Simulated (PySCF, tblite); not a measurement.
# C2H10Si4: geometry, infrared bands and NMR shifts

Wanted: the infrared bands and NMR shifts of C2H10Si4 (`C#C[SiH2][SiH]([SiH3])[SiH3]`), by calculation.

The runs use tblite 0.8.0 and PySCF 2.14.0, with density-fitted response routines of our own; the level of theory stands in each step. All values are computed, except where a source is named. Atoms are numbered from 0 throughout.

### 1 The molecule as given

16 atoms, charge 0, multiplicity 1; geometry from: force field or distance geometry start.

Bonds of the start (Å): C0–C1 1.21, C1–Si2 1.79, Si2–Si3 2.22, Si3–Si4 2.21, Si3–Si5 2.23, C0–H6 1.05, Si2–H7 1.47, Si2–H8 1.49, Si3–H9 1.48, Si4–H10 1.47, Si4–H11 1.45, Si4–H12 1.48, Si5–H13 1.47, Si5–H14 1.48, Si5–H15 1.47.

### 2 Relaxing the molecule with GFN2-xTB

The job: settings as JSON, then the geometry in Å.

```
{"job": {"kind": "relax", "xc": "GFN2-xTB", "basis": "xTB"}, "charge": 0, "multiplicity": 1}
C      3.195600     0.050600     1.360700
C      2.506500    -0.117200     0.377100
Si     1.491000    -0.409800    -1.072900
Si    -0.663400     0.008100    -0.759500
Si    -1.088400     1.938200     0.221500
Si    -1.739100    -1.600700     0.348400
H      3.786900     0.193100     2.220700
H      2.015800     0.432000    -2.152800
H      1.577900    -1.824200    -1.528700
H     -1.304200     0.052900    -2.093100
H     -2.079700     1.709100     1.288400
H      0.071500     2.602000     0.781000
H     -1.730000     2.845400    -0.757300
H     -2.003500    -1.195500     1.732900
H     -3.048300    -1.804000    -0.319600
H     -0.996100    -2.871000     0.341900
```

The run is started by

```
OMP_NUM_THREADS=1 python probes_run.py task.json out
```

This one command runs all jobs of the session in turn.

**Question.** This job is followed by: GFN2-xTB harmonic vibrations, gas phase; GIAO PBE0/pcSseg-1 NMR shielding, non-relativistic, gas phase. Predict these results of the whole session: strongest single infrared mode (GFN2-xTB); zero-point energy (GFN2-xTB); ¹³C shifts against TMS (PBE0/pcSseg-1); ¹H shifts against TMS (PBE0/pcSseg-1, means over atoms taken as alike); ²⁹Si shifts against TMS (PBE0/pcSseg-1, means over atoms taken as alike); surface potential, 1st and 99th percentile.

The runs gave:

```
                                                                quantity                       value
                               strongest single infrared mode (GFN2-xTB)        768 cm⁻¹, 871 km/mol
                                            zero-point energy (GFN2-xTB)               56.7 kcal/mol
                                  ¹³C shifts against TMS (PBE0/pcSseg-1)             106.6, 84.7 ppm
  ¹H shifts against TMS (PBE0/pcSseg-1, means over atoms taken as alike)  4.53, 3.65, 3.16, 1.95 ppm
²⁹Si shifts against TMS (PBE0/pcSseg-1, means over atoms taken as alike)   -90.6, -110.7, -153.0 ppm
                                   surface potential, 1st and 99th percentile          -0.76 V and 1.44 V
```

What this shows: Relaxing lowered the energy by 0.457 eV in 68 steps; the close pair that moved most is Si3–Si4, from 2.206 to 2.327 Å. The lowest mode is imaginary (24i cm⁻¹), so the xTB geometry is not a minimum. The strongest single mode, at 768 cm⁻¹, has its largest shares on H13, H10, H11 and H15 (the list is cut at 4 atoms). Unscaled tight-binding wavenumbers are off by several per cent, some by more. Its intensities can rank the bands wrongly. At PBE0/pcSseg-1: Shielding is most anisotropic at C1 (span 283 ppm, paramagnetic term -159 ppm). By nearest atom (PBE0/pcSseg-1), the HOMO sits on C0, C1 about 25 % each; Si3 16 % and the LUMO on Si3 23 %; Si2, Si5 about 10 % each.
